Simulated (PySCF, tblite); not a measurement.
**C4H3F3NO2 radical: geometry, infrared bands and EPR parameters**

What infrared bands and EPR parameters should C4H3F3NO2 radical (`O=[C]N/C=C\OC(F)(F)F`) show?

The runs use tblite 0.8.0 and PySCF 2.14.0, with density-fitted response routines of our own; the level of theory stands in each step. All values are computed, except where a source is named. Atoms count from 0, in the outputs and in this text.

## 1. The starting structure

13 atoms, charge 0, multiplicity 2; geometry from: force field or distance geometry start.

Bonds of the start (Å): O0–C1 1.19, C1–N2 1.33, N2–C3 1.38, C3–C4 1.34, C4–O5 1.37, O5–C6 1.42, C6–F7 1.35, C6–F8 1.34, C6–F9 1.34, N2–H10 1.01, C3–H11 1.07, C4–H12 1.09.

## 2. Relaxing the molecule with GFN2-xTB

The job: settings as JSON, then the geometry in Å.

```
{"job": {"kind": "relax", "xc": "GFN2-xTB", "basis": "xTB"}, "charge": 0, "multiplicity": 2}
O      4.216600     0.535800     0.495900
C      3.064100     0.291500     0.355900
N      1.776400    -0.006400     0.221000
C      0.977600     0.698400    -0.662600
C     -0.320000     0.407000    -0.800100
O     -0.949300    -0.591100    -0.107600
C     -2.326100    -0.717100    -0.426100
F     -2.849800    -1.715600     0.315500
F     -2.981100     0.419400    -0.136800
F     -2.490200    -1.011400    -1.726400
H      1.383200    -0.759300     0.775200
H      1.443000     1.487000    -1.224400
H     -0.948700     0.962300    -1.490400
```

Command:

```console
$ OMP_NUM_THREADS=1 python probes_run.py task.json out
```

One launch serves the whole session: the jobs run in the order shown.

**Question.** This job is followed by: GFN2-xTB harmonic vibrations, gas phase; UKS B3LYP, pcH-1 on C F H N O, non-relativistic, mean-field spin-orbit, GIAO. Predict these results of the whole session: strongest single infrared mode (GFN2-xTB); zero-point energy (GFN2-xTB); g(iso) (B3LYP); ⟨S²⟩; largest a(iso) (averaged by class); potential on the surface of density 0.002 e/bohr³, 1st and 99th percentile.

The runs gave:

| quantity | value |
| --- | --- |
| strongest single infrared mode (GFN2-xTB) | 1220 cm⁻¹, 1033 km/mol |
| zero-point energy (GFN2-xTB) | 45.3 kcal/mol |
| g(iso) (B3LYP) | 2.00167 |
| ⟨S²⟩ | 0.753 (exact 0.75) |
| largest a(iso) (averaged by class) | 13C on C1, 455.9 MHz |
| potential on the surface of density 0.002 e/bohr³, 1st and 99th percentile | -1.32 V and 2.03 V |

**Reading.** Over 83 steps the energy fell by 0.938 eV; of the close pairs, O5–C6 changed most, 1.419 to 1.321 Å. All 33 modes are real, so the xTB geometry is a minimum. The strongest single mode, at 1220 cm⁻¹, moves mainly C6 and O5. GFN2-xTB is a fitted tight-binding method: band positions and strengths are rough. Its intensities can rank the bands wrongly. C1 carries the largest spin population, 0.65 e. The isotropic g lies 0.7 ppt below the free-electron value. These values are for one conformer; the search (at its own cheap level) found 2 more, at 0.03, 0.12 kcal/mol (those within 0.05 may be mirror or relabelled copies), and measured spectra average over such forms.
